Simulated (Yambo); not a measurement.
# BiTe (Fm-3m) in Yambo: further runs

The runs below take BiTe through optical spectrum, optical spectrum by the Bethe-Salpeter equation, G0W0 quasiparticle levels, with PBEsol.

All numbers are computed with Yambo 5.3.0; they aren't measurements. Logs are shortened: lines on timing, memory, paths and dates and some standing lists are left out, and cuts for length are marked.

## (1) The undisturbed crystal

Symmetry: Fm-3m, No. 225, cubic system. Conventional cell: a = 6.470 Å, b = 6.470 Å, c = 6.470 Å, α = 90.00°, β = 90.00°, γ = 90.00°. Bi (site symmetry m-3m) is surrounded by 6 Te at 3.23 Å. Around Te (site symmetry m-3m) lie 6 Bi at 3.23 Å.

## (2) Optical spectrum, PBEsol (cell squeezed)

The input, optics1.in:

```
optics
chi
Chimod= "HARTREE"
% BndsRnXd
 1 | 41 |
%
NGsBlkXd= 3 Ry
% LongDrXd
 1 | 0 | 0 |
%
% QpntsRXd
 1 | 1 |
%
% EnRngeXd
 0 | 20 | eV
%
% DmRngeXd
 0.1 | 0.1 | eV
%
ETStpsXd= 200
```

The input, scf.in:

```
&CONTROL
  calculation = 'scf'
  prefix = 'pwscf'
  outdir = './tmp'
  pseudo_dir = './pseudo'
/
&SYSTEM
  ibrav = 0
  nat = 2
  ntyp = 2
  ecutwfc = 80
  nbnd = 23
  occupations = 'smearing'
  smearing = 'fd'
  degauss = 0.00367493
  force_symmorphic = .true.
/
&ELECTRONS
  conv_thr = 4d-10
  electron_maxstep = 120
  mixing_beta = 0.5
/
ATOMIC_SPECIES
Bi   208.9804 Bi.upf
Te   127.6000 Te.upf
CELL_PARAMETERS angstrom
   0.0000000000    3.1463248528    3.1463248528
   3.1463248528    0.0000000000    3.1463248528
   3.1463248528    3.1463248528    0.0000000000
ATOMIC_POSITIONS crystal
Bi     0.0000000000    0.0000000000    0.0000000000
Te     0.5000000000    0.5000000000    0.5000000000
K_POINTS automatic
8 8 8 0 0 0
```

The input, nscf.in:

```
&CONTROL
  calculation = 'nscf'
  prefix = 'pwscf'
  outdir = './tmp'
  pseudo_dir = './pseudo'
/
&SYSTEM
  ibrav = 0
  nat = 2
  ntyp = 2
  ecutwfc = 80
  nbnd = 76
  occupations = 'smearing'
  smearing = 'fd'
  degauss = 0.00367493
  force_symmorphic = .true.
/
&ELECTRONS
  conv_thr = 1d-08
  diago_full_acc = .true.
  diago_thr_init = 1d-06
/
ATOMIC_SPECIES
Bi   208.9804 Bi.upf
Te   127.6000 Te.upf
CELL_PARAMETERS angstrom
   0.0000000000    3.1463248528    3.1463248528
   3.1463248528    0.0000000000    3.1463248528
   3.1463248528    3.1463248528    0.0000000000
ATOMIC_POSITIONS crystal
Bi     0.0000000000    0.0000000000    0.0000000000
Te     0.5000000000    0.5000000000    0.5000000000
K_POINTS automatic
4 4 4 0 0 0
```

Potentials or basis: PseudoDojo 0.4.1 SR PBEsol standard.

The run is started by

```sh
$ OMP_NUM_THREADS=1 pw.x -in scf.in > scf.out
$ OMP_NUM_THREADS=1 pw.x -in nscf.in > nscf.out
$ cd tmp/pwscf.save; p2y; mv SAVE ../..; cd ../..
$ OMP_NUM_THREADS=1 yambo
$ OMP_NUM_THREADS=1 yambo -F optics1.in -J optics1 -C optics1_out
```

Yambo's report:

```text
[... sections 02.01 to 02.04 as in the set-up run ...]

[... 5 lines left out ...]
  [X] Bosonic    Temperature                        :  0.258606E-1   300.100    [eV K]
  [X] Finite Temperature mode                       : yes
  [X] El. density                                   :  0.49765E+24 [cm-3]
  [X] Fermi Level                                   :  11.25720 [eV]

  [X] === Gaps and Widths ===
  [X] Conduction Band Min                           :  11.25720 [eV]
  [X] Valence Band Max                              :  11.25720 [eV]
  [X] Filled Bands                                  :  15
  [X] Metallic Bands                                :  16  18
  [X] Empty Bands                                   :   19   76

  [X] === Metallic Characters ===
  [X] N of el / N of met el                         :  31.00000   1.29167
  [X] Average metallic occ.                         :  0.107639

  [WARNING] [X] Metallic system

 [03] Transferred momenta grid and indexing
 ==========================================

 IBZ Q-points                                      :   8
 BZ  Q-points                                      :   64

 K/Q-points units:
 rlu = crystal or reduced units; cc = cartesian coordinates; iku = interal k-units

 Q [1]          [rlu]:  0.000000  0.000000  0.000000
 Q [2]          [rlu]: -0.10435E-16 -0.10435E-16  0.25000
 Q [3]          [rlu]:  0.20870E-16  0.20870E-16 -0.50000
 Q [4]          [rlu]:  0.63304E-18  0.25000      0.25000
 Q [5]          [rlu]:  0.68848E-17  0.25000      0.50000
 Q [6]          [rlu]:  0.20870E-16  0.25000     -0.25000
 Q [7]          [rlu]: -0.12661E-17 -0.50000     -0.50000
 Q [8]          [rlu]:  0.250000 -0.500000 -0.250000

 [WARNING] [Xd] User bands 1-41 break level degeneracy

 [04] Dipoles
 ============

  [04.01] Setup: observables and procedures
  =========================================

  [WF-Oscillators/G space/Transverse up loader] Normalization (few states)  min/max  :  0.88480E-17   1.0000

  [WR./optics1//ndb.dipoles]------------------------------------------------------
   Brillouin Zone Q/K grids (IBZ/BZ)                :    8   64    8   64
   RL vectors                                       :   6183 [WF]
   Fragmentation                                    : yes
   Electronic Temperature                           :  300.1000 [K]
   Bosonic    Temperature                           :  300.1000 [K]
   DIP band range                                   :    1   41
   DIP band range limits                            :  18  16
   DIP e/h energy range                             : -1.000000 -1.000000 [eV]
   RL vectors in the sum                            :   6183
   [r,Vnl] included                                 : yes
   Bands ordered                                    : yes
[... 7 lines left out ...]
  [WARNING] In case H contains other non local terms, these are neglected

 [05] Optics
 ===========

 [X-CG] R(p) Tot o/o(of R):   1925  26052    100

 [WARNING] The system is a metal but Drude term not included.
```

Run time: 74 s. Hardware: 1 thread of Intel Xeon Platinum 8259CL at 2.50GHz (Skylake/Cascade Lake), shared host; peak memory 0.33 GiB.

What came out:

| Quantity | Value |
| --- | --- |
| Band gap on the k mesh, mean-field level | none (metal or under the smearing width) |

Dielectric function (along the field direction of the input):
```tsv
energy (eV)	real part	imaginary part
1.21	-140.11	25.15
1.61	-75.37	10.67
2.11	-37.95	6.23
2.61	-30.64	9.19
3.12	-20.53	8.68
3.52	-17.92	2.30
4.02	-11.18	2.78
4.52	-9.22	1.98
5.03	-5.01	0.90
5.53	-3.77	4.42
5.93	-3.16	1.63
6.43	-5.10	7.41
6.93	-2.63	3.53
7.44	-1.59	6.48
7.94	-3.93	2.53
8.34	-4.04	6.73
8.84	-4.12	0.60
9.35	-2.22	0.36
9.85	-1.71	0.93
10.35	-2.07	1.61
10.75	-1.56	1.36
11.26	-2.81	0.74
11.76	-1.58	0.20
12.26	-1.09	0.44
12.76	-0.88	0.25
13.17	-0.63	0.33
13.67	-0.33	0.27
14.17	-0.04	0.52
14.67	-1.05	0.44
15.18	-0.33	0.22
15.58	-0.27	0.27
16.08	0.09	0.20
16.58	-0.06	0.61
17.09	-0.24	0.36
17.59	0.01	0.29
17.99	0.04	0.40
18.49	-0.04	0.38
18.99	-0.08	0.33
19.50	0.10	0.12
20.00	0.20	0.09
```

Caveat: the k mesh is coarse (spacing up to 0.43 Å⁻¹), so the values aren't converged; the intraband (Drude) term of the metal is left out; the ground state has no gap, which makes the many-body step unreliable; spectra need much finer meshes, so this one isn't converged; these spectra lack excitons; spin-orbit coupling is left out, which moves the levels of the heavy elements.

## (3) Optical spectrum by the Bethe-Salpeter equation, PBEsol (cell squeezed)

The input, bse2.in:

```
optics
bse
bss
rim_cut
em1s
RandQpts= 1000000
RandGvec= 50 RL
Chimod= "HARTREE"
% BndsRnXs
 1 | 41 |
%
NGsBlkXs= 5 Ry
% LongDrXs
 1 | 0 | 0 |
%
BSKmod= "SEX"
BSEmod= "retarded"
BSSmod= "d"
% BSEQptR
 1 | 1 |
%
% BSEBands
 14 | 20 |
%
BSENGexx= 20 Ry
BSENGBlk= 5 Ry
% BEnRange
 0 | 20 | eV
%
% BDmRange
 0.1 | 0.1 | eV
%
BEnSteps= 200
% BLongDir
 1 | 0 | 0 |
%
BSEprop= "abs"
WRbsWF
```

scf.in is that of step 2.

nscf.in is that of step 2.

Potentials or basis: PseudoDojo 0.4.1 SR PBEsol standard.

The run is started by

```sh
$ OMP_NUM_THREADS=1 pw.x -in scf.in > scf.out
$ OMP_NUM_THREADS=1 pw.x -in nscf.in > nscf.out
$ cd tmp/pwscf.save; p2y; mv SAVE ../..; cd ../..
$ OMP_NUM_THREADS=1 yambo
$ mkdir -p bse2; ln -s $PWD/g0w00/ndb.RIM bse2/
$ OMP_NUM_THREADS=1 yambo -F bse2.in -J bse2 -C bse2_out
$ OMP_NUM_THREADS=1 ypp -J bse2 -C bse2_out -e s -b 1
```

Yambo's report:

```text
[... sections 02.01 to 02.04 as in the set-up run ...]

[... 5 lines left out ...]
  [X] Bosonic    Temperature                        :  0.258606E-1   300.100    [eV K]
  [X] Finite Temperature mode                       : yes
  [X] El. density                                   :  0.49765E+24 [cm-3]
  [X] Fermi Level                                   :  11.25720 [eV]

  [X] === Gaps and Widths ===
  [X] Conduction Band Min                           :  11.25720 [eV]
  [X] Valence Band Max                              :  11.25720 [eV]
  [X] Filled Bands                                  :  15
  [X] Metallic Bands                                :  16  18
  [X] Empty Bands                                   :   19   76

  [X] === Metallic Characters ===
  [X] N of el / N of met el                         :  31.00000   1.29167
  [X] Average metallic occ.                         :  0.107639

  [WARNING] [X] Metallic system

 [03] Transferred momenta grid and indexing
 ==========================================

 [BZ sampling] Q-grid is User defined and/or read from the database

 IBZ Q-points                                      :   8
 BZ  Q-points                                      :   64

 K/Q-points units:
 rlu = crystal or reduced units; cc = cartesian coordinates; iku = interal k-units

 Q [1]          [rlu]:  0.000000  0.000000  0.000000
 Q [2]          [rlu]: -0.10435E-16 -0.10435E-16  0.25000
 Q [3]          [rlu]:  0.20870E-16  0.20870E-16 -0.50000
 Q [4]          [rlu]:  0.63304E-18  0.25000      0.25000
 Q [5]          [rlu]:  0.68848E-17  0.25000      0.50000
 Q [6]          [rlu]:  0.20870E-16  0.25000     -0.25000
 Q [7]          [rlu]: -0.12661E-17 -0.50000     -0.50000
 Q [8]          [rlu]:  0.250000 -0.500000 -0.250000

  [03.01] X + BSE indexes
  =======================

   [03.01.01] Sigma indexes
   ========================

   [WR./SAVE//ndb.kindx]-----------------------------------------------------------
    Fragmentation                                    : no
    Polarization last K ( bz)                        :   64
    Polarization last K (ibz)                        :   8
    QP states                                        :   1   8
    X grid is uniform                                : yes
[... 144 lines left out ...]
     [K] Exchange                                     : yes [res]
     [K] Correlation                                  : yes [res]
     [K] Kernel`s coupling                            : no
     [K] Exchange                                     : no [cpl]
     [K] Correlation                                  : no [cpl]
     [K] W interaction is bare                        : no
     [K] ALDA kernel in R-space                       : no
     [K] RL vectors                                   :   645 [exchange]
     [K] RL vectors                                   :   89 [correlation]
     [K] E/h energy range                             : -1.000000 -1.000000 [eV]
     [K] Coupling range                               :  100.0000  100.0000 [o/o]
     [W] Interaction is diagonal                      : no
     [W] Matrix size                                  :   89
     [W] Bands                                        :    1   41
     [W] e/h energy range                             : -1.000000 -1.000000 [eV]
     [W] Poles                                        :  100.0000 [o/o]
     [W] RL vectors in the sum                        :   6183
     [W] [r,Vnl] included                             : yes
     [W] Field direction                              :  0.100000E-4   0.00000      0.00000
     [W] Coulomb Cutoff                               : none
     [W] Hxc Kernel                                   : HARTREE
     [RIM] RL components                              :   51 [col]
     [RIM] Random points                              :  1000000 [col]
     [SOC] Perturbative SOC                           : no
     [K] Kernel long-range exchange                   : BAR

    [07.01.05.03] Wave-Function Phases
    ==================================

    [BSE] WF phases found       :  48.80952 [o/o]

   [07.01.06] BSE solver(s) @q1
   ============================

   [07.01.07] Diago Solver @q1
   ===========================

   [WR./bse2//ndb.BS_diago_Q1]-----------------------------------------------------
    BS kernel          energies                      : Perdew, Burke & Ernzerhof SOL(X)+Perdew, Burke & Ernzerhof SOL(C)
    [K] Identifier                                   :   9979
    [K] Dimension                                    :   736
    [K] Bands                                        :  14  20
    [K] Exchange                                     : yes [res]
    [K] Correlation                                  : yes [res]
    [K] Kernel`s coupling                            : no
    [K] Exchange                                     : no [cpl]
    [K] Correlation                                  : no [cpl]
    [K] W interaction is bare                        : no
    [K] ALDA kernel in R-space                       : no
    [K] RL vectors                                   :   645 [exchange]
    [K] RL vectors                                   :   89 [correlation]
    [K] E/h energy range                             : -1.000000 -1.000000 [eV]
    [K] Coupling range                               :  100.0000  100.0000 [o/o]
    [W] Interaction is diagonal                      : no
    [W] Matrix size                                  :   89
    [W] Bands                                        :    1   41
    [W] e/h energy range                             : -1.000000 -1.000000 [eV]
    [W] Poles                                        :  100.0000 [o/o]
    [W] RL vectors in the sum                        :   6183
    [W] [r,Vnl] included                             : yes
    [W] Field direction                              :  0.100000E-4   0.00000      0.00000
    [W] Coulomb Cutoff                               : none
    [W] Hxc Kernel                                   : HARTREE
    [RIM] RL components                              :   51 [col]
    [RIM] Random points                              :  1000000 [col]
    [SOC] Perturbative SOC                           : no
    [K] Kernel long-range exchange                   : BAR
    [BSS] Eigenstates included                       : yes
    [BSS] Field direction                            :  0.100000E-4   0.00000      0.00000
    [BSS] Eigenstates computed                       :   736
    [BSS] Number of BSE matrices                     :  1
```

Run time: 2 min. Hardware: 1 thread of Intel Xeon Platinum 8259CL at 2.50GHz (Skylake/Cascade Lake), shared host; peak memory 0.33 GiB.

What came out:

```yaml
Band_gap_on_the_k_mesh_mean-field_level: none (metal or under the smearing width)
```

Dielectric function (along the field direction of the input):
| energy (eV) | real part | imaginary part |
| --- | --- | --- |
| 1.21 | -141.06 | 25.16 |
| 1.81 | -58.29 | 7.76 |
| 2.41 | -27.69 | 12.99 |
| 3.12 | -21.99 | 5.30 |
| 3.72 | -14.10 | 1.40 |
| 4.42 | -8.65 | 3.09 |
| 5.03 | -5.21 | 0.94 |
| 5.73 | -4.74 | 2.56 |
| 6.33 | -4.63 | 8.02 |
| 7.04 | -3.75 | 3.01 |
| 7.64 | -8.86 | 4.44 |
| 8.24 | -4.35 | 1.76 |
| 8.94 | -3.62 | 0.26 |
| 9.55 | -2.34 | 0.44 |
| 10.25 | -2.18 | 0.17 |
| 10.85 | -1.71 | 0.28 |
| 11.56 | -1.40 | 0.08 |
| 12.16 | -1.13 | 0.04 |
| 12.86 | -0.86 | 0.03 |
| 13.47 | -0.67 | 0.03 |
| 14.07 | -0.52 | 0.02 |
| 14.77 | -0.37 | 0.02 |
| 15.38 | -0.26 | 0.02 |
| 16.08 | -0.14 | 0.02 |
| 16.68 | -0.06 | 0.01 |
| 17.39 | 0.03 | 0.01 |
| 17.99 | 0.10 | 0.01 |
| 18.69 | 0.17 | 0.01 |
| 19.30 | 0.22 | 0.01 |
| 20.00 | 0.28 | 0.01 |

Caveat: the k mesh is coarse (spacing up to 0.43 Å⁻¹), so the values aren't converged; the intraband (Drude) term of the metal is left out; the ground state has no gap, which makes the many-body step unreliable; the transitions start from uncorrected Kohn-Sham levels, so peaks lie too low; exciton energies and binding change strongly with the k mesh and aren't converged on this one; spectra need much finer meshes, so this one isn't converged; spin-orbit coupling is left out, which moves the levels of the heavy elements.

(Continued in part 2 of 2.)
